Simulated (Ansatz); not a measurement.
# HfN₄H₈: small, medium and large basis sets

An exercise on one series of results from a longer session: the logs are not shown, and one member is left open.

Program: Ansatz 0.2.0, Gaussian basis. Level of theory: one geometry, several basis sets. These are calculated values, not measurements.

Levels to be run: PBE0-D4/def2-SVP; ωB97M-V/def2-SVP; PBE0-D4/def2-QZVPP; ωB97M-V/def2-QZVPP; the functionals' def2-TZVPP values are taken from earlier runs.

### The geometry

All runs share one geometry, relaxed beforehand with PBE0-D4 in a triple-zeta def2 set. Hf takes the def2 core potential; no spin-orbit term is included.

SMILES `[NH2][Hf]([NH2])([NH2])[NH2]`, 13 atoms, charge 0, spin multiplicity 1.

Atoms are counted from 1 here; the program's logs count them from 0.

Bond lengths: N1–Hf2 2.048 Å, N1–H6 1.010 Å, N1–H7 1.011 Å, Hf2–N3 2.048 Å, Hf2–N4 2.048 Å, Hf2–N5 2.048 Å, N3–H8 1.010 Å, N3–H9 1.011 Å, N4–H10 1.011 Å, N4–H11 1.010 Å, N5–H12 1.011 Å, N5–H13 1.010 Å. Angles: Hf2–N1–H6 127.1°, Hf2–N1–H7 124.3°, H6–N1–H7 108.5°, N1–Hf2–N3 109.9°, N1–Hf2–N4 108.5°, N1–Hf2–N5 110.0°, N3–Hf2–N4 109.9°, N3–Hf2–N5 108.5°, N4–Hf2–N5 110.0°, Hf2–N3–H8 127.0°, Hf2–N3–H9 124.3°, H8–N3–H9 108.5°, Hf2–N4–H10 124.2°, Hf2–N4–H11 127.1°, H10–N4–H11 108.5°, Hf2–N5–H12 124.3°, Hf2–N5–H13 127.0°, H12–N5–H13 108.5°.

Set-up of the first run:

Input file in.yaml:

```yaml
crystal:
  periodic: [false, false, false]
  atoms:
    - {symbol: N, position_ang: [-1.758885, 0.990871, -0.343001]}
    - {symbol: Hf, position_ang: [0.000576, 0.000426, 0.000365]}
    - {symbol: N, position_ang: [-0.321094, -1.575371, 1.268499]}
    - {symbol: N, position_ang: [0.722315, -0.681899, -1.790821]}
    - {symbol: N, position_ang: [1.357949, 1.266482, 0.866474]}
    - {symbol: H, position_ang: [-2.621361, 0.895869, 0.173101]}
    - {symbol: H, position_ang: [-1.918996, 1.612631, -1.123732]}
    - {symbol: H, position_ang: [-0.349541, -2.554755, 1.025084]}
    - {symbol: H, position_ang: [-0.404841, -1.491675, 2.272334]}
    - {symbol: H, position_ang: [0.147414, -1.080159, -2.520688]}
    - {symbol: H, position_ang: [1.671046, -0.617151, -2.129838]}
    - {symbol: H, position_ang: [2.178558, 0.962554, 1.372364]}
    - {symbol: H, position_ang: [1.296861, 2.272189, 0.929859]}
basis:
  gaussian: {orbitals: def2-SVP}
hamiltonian: {xc: pbe0, dispersion: d4}
output: {orbitals: {seedname: orbitals}}
```

On the command line:

```console
$ ansatz run in.yaml --threads 2 --pin off --events-out ev --progress --plain --max-ram 20480MiB --backend cpu
```

Among the steps run: PBE0-D4 in def2-SVP; ωB97M-V in def2-SVP; PBE0-D4 in def2-QZVPP; ωB97M-V in def2-QZVPP.

One table of the session follows, with a row left open; its other results are not shown here.

```
functional       basis  HOMO (eV)  LUMO (eV)
   PBE0-D4    def2-SVP      -6.53       0.37
   PBE0-D4  def2-TZVPP          ?          ?
   PBE0-D4  def2-QZVPP      -6.79      -0.25
   ωB97M-V    def2-SVP      -8.92       1.61
   ωB97M-V  def2-TZVPP      -9.11       1.27
   ωB97M-V  def2-QZVPP      -9.19       0.59
```

Estimate the missing values for PBE0-D4, def2-TZVPP.

The run gave: HOMO (eV): -6.71; LUMO (eV): 0.13. In the column «HOMO (eV)» it lies between PBE0-D4, def2-QZVPP (-6.79) and PBE0-D4, def2-SVP (-6.53).
